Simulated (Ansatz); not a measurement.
**C3H9CuOSi: taking an electron away**

How much energy removes an electron from C3H9CuOSi at fixed geometry? The cation is run at each level and the neutral's energy taken from earlier runs.

Program: Ansatz 0.2.0, Gaussian basis. Level of theory: unrestricted cation, the program's frozen cores in correlated methods. These are calculated values, not measurements.

Plan: UKS PBE-D4/def2-TZVPP; UKS r2SCAN-D4/def2-TZVPP; UKS PBE0-D4/def2-TZVPP; UKS B3LYP-D4/def2-TZVPP; UKS wB97X-V/def2-TZVPP; UKS wB97M-V/def2-TZVPP; UKS B2PLYP (frozen core with 3s3p of Cu, Zn)/def2-TZVPP; UHF-CCSD(T) with 3s3p of Cu, Zn/def2-TZVPP; UHF-MP2 with 3s3p of Cu, Zn/def2-QZVPP; extrapolation to the limit; then −ε(HOMO) from the neutral's earlier runs with LDA (SPW92), PBE-D4, revPBE-D4, BLYP-D4, r2SCAN-D4, B97M-V, PBE0-D4, B3LYP-D4, r2SCANh-D4, r2SCAN0-D4, HSE06-D4, BHLYP-D4, CAM-B3LYP-D4, LC-ωPBE, ωB97X-V, ωB97M-V.

## 1. Structure used throughout

An earlier PBE0-D4 in a triple-zeta def2 set relaxation fixed the geometry.

15 atoms, charge 0, spin multiplicity 1.

Atoms are counted from 1 here; the program's logs count them from 0.

Bond lengths: C1–Si2 1.879 Å, C1–H7 1.094 Å, C1–H8 1.095 Å, C1–H9 1.094 Å, Si2–C3 1.874 Å, Si2–C4 1.879 Å, Si2–O5 1.627 Å, C3–H10 1.093 Å, C3–H11 1.094 Å, C3–H12 1.093 Å, C4–H13 1.094 Å, C4–H14 1.094 Å, C4–H15 1.095 Å, O5–Cu6 1.781 Å. Angles: Si2–C1–H7 111.6°, Si2–C1–H8 111.3°, Si2–C1–H9 110.8°, H7–C1–H8 107.4°, H7–C1–H9 107.8°, H8–C1–H9 107.7°, C1–Si2–C3 109.0°, C1–Si2–C4 107.9°, C1–Si2–O5 111.6°, C3–Si2–C4 109.0°, C3–Si2–O5 107.7°, C4–Si2–O5 111.6°, Si2–C3–H10 110.7°, Si2–C3–H11 111.4°, Si2–C3–H12 110.7°, H10–C3–H11 108.1°, H10–C3–H12 107.8°, H11–C3–H12 108.1° and more.

## 2. Cation, UKS PBE-D4/def2-TZVPP

in.yaml

```yaml
crystal:
  periodic: [false, false, false]
  atoms:
    - {symbol: C, position_ang: [-0.888345, -0.426167, 1.453028]}
    - {symbol: Si, position_ang: [0.067065, 0.310493, 0.011843]}
    - {symbol: C, position_ang: [1.860813, -0.215726, 0.136845]}
    - {symbol: C, position_ang: [-0.663141, -0.378304, -1.577110]}
    - {symbol: O, position_ang: [0.026219, 1.936988, 0.034431]}
    - {symbol: Cu, position_ang: [-1.408741, 2.988819, -0.053086]}
    - {symbol: H, position_ang: [-0.812985, -1.517612, 1.470414]}
    - {symbol: H, position_ang: [-1.951607, -0.171796, 1.396190]}
    - {symbol: H, position_ang: [-0.505767, -0.048686, 2.405416]}
    - {symbol: H, position_ang: [2.439823, 0.184097, -0.699592]}
    - {symbol: H, position_ang: [1.957962, -1.305301, 0.126977]}
    - {symbol: H, position_ang: [2.309019, 0.156507, 1.061663]}
    - {symbol: H, position_ang: [-0.144914, 0.028025, -2.450169]}
    - {symbol: H, position_ang: [-0.583500, -1.468837, -1.617422]}
    - {symbol: H, position_ang: [-1.723701, -0.123301, -1.670026]}
basis:
  gaussian: {orbitals: def2-TZVPP}
total_charge: 1
magnetization: {spin_polarized: true, initial_magnetization: 1}
hamiltonian: {xc: pbe, dispersion: d4}
```

Started as:

```sh
ansatz run in.yaml --threads 2 --pin off --events-out ev --progress --plain --max-ram 32768MiB --backend cuda --devices 0, --max-vram 18GiB
```

Further steps of the session: Cation, UKS r2SCAN-D4/def2-TZVPP; Cation, UKS PBE0-D4/def2-TZVPP; Cation, UKS B3LYP-D4/def2-TZVPP; Cation, UKS wB97X-V/def2-TZVPP; Cation, UKS wB97M-V/def2-TZVPP; Cation, UKS B2PLYP (frozen core with 3s3p of Cu, Zn)/def2-TZVPP; Cation, UHF-CCSD(T) with 3s3p of Cu, Zn/def2-TZVPP; Cation, UHF-MP2 with 3s3p of Cu, Zn/def2-QZVPP.

Before running them: what should the planned runs give, taken together? Wanted: ionisation energy, CCSD(T)/CBS; nearest functional by difference; nearest −ε(HOMO); −ε(HOMO) of PBE; T1 of the cation.

As calculated:

| quantity | value |
| --- | --- |
| ionisation energy, CCSD(T)/CBS | 9.19 eV |
| nearest functional by difference | B2PLYP (-0.28 eV) |
| nearest −ε(HOMO) | ωB97X-V (+0.01 eV) |
| −ε(HOMO) of PBE | 5.40 eV |
| T1 of the cation | 0.040 |

**Reading.** By cation minus neutral, the functionals miss by 0.90 eV at most. −ε(HOMO) of PBE misses by 3.8 eV, since self-interaction lifts the level. Among orbital estimates ωB97X-V comes nearest. Hartree-Fock falls 1.78 eV short, as the neutral has more correlation energy than the cation. The cation's T1 (from the report) is 0.040, near the customary mark of 0.045 for open shells, so the coupled-cluster value is less safe. For Cu the d shell is correlated and the shells below it are frozen.
